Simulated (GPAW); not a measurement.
ZrSiO:

```xyz
6
Lattice="3.3200 0.0000 0.0000 0.0000 3.3200 0.0000 0.0000 0.0000 7.3518" Properties=species:S:1:pos:R:3 pbc="T T T"
Zr    1.6600    0.0000    2.2674
Zr    0.0000    1.6600    5.0845
Si    0.0000    0.0000    0.0000
Si    1.6600    1.6600    0.0000
O     1.6600    0.0000    4.4941
O     0.0000    1.6600    2.8577
```

The cell comes from a database or a generator and needn't be the stable form of this composition.

Program: GPAW 26.7.0. Alike in all runs: task band structure; no spin polarisation; cell as given; k mesh 5 × 5 × 3; cutoff (eV) 800; smearing fermi-dirac 0.05 eV; the mesh is coarse, so values aren't converged.

Q: Order these runs on this cell by their pressure, lowest first.
A. level PBEsol; potentials or basis PAW data sets generated in the run's folder for this functional, pw
B. level LDA; potentials or basis the program's PAW data sets (release 1.2.1) made for this functional, pw
C. level r2SCAN; potentials or basis GPAW PAW data sets (gpaw-data 1.2.1), pw

A: B (-11.3 GPa), A (-7.1 GPa), C (-3.9 GPa).

Caveats: all runs use coarse meshes; the PAW data sets were made with another functional, which shifts forces and pressure a little (some runs).
